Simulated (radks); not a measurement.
**B⁺ in [He] 2s1.75 3s0.25: an all-electron calculation**

The task here is to estimate one member of a computed series from the others.

The numbers are computed with radks (a radial shooting solver on a logarithmic mesh, Libxc functionals) version 1 (scalar-relativistic Kohn-Sham, OLYP, spin-polarised, spherical densities, finite nucleus; open shells are filled with parallel spins first), except any that are marked as measured or tabulated.

## What is computed

| Item | Value |
| --- | --- |
| element | boron (Z = 5) |
| charge | +1 |
| electrons | 4 |
| configuration | [He] 2s1.75 3s0.25 |
| nuclear rms radius | 2.406 fm |

Set-up of the first run:

The run's settings:

```text
Z 5
configuration [He] 2s1.75 3s0.25
relativity scalar-relativistic
functional optx,lyp
spin polarised
nucleus finite rms 2.406 fm
c 137.035999084
```

Among the steps run: Self-consistent calculation.

One table of the session follows, with a row left open; its other results are not shown here.

It belongs to the step «Orbitals and density». Radial moments (bohr):

```
  level     <r>  outermost maximum (interpolated)  90 % within  nodes
  1s up  0.3275                             0.210        0.588      0
1s down  0.3278                             0.210        0.589      0
  2s up       ?                                 ?            ?      ?
2s down   1.765                              1.44         2.76      1
  3s up   5.300                              4.73         7.85      2
```

Estimate the missing values for 2s up.

As computed: <r>: 1.739; outermost maximum (interpolated): 1.43; 90 % within: 2.70; nodes: 1. In the column «<r>» it lies between 1s down (0.3278) and 2s down (1.765).
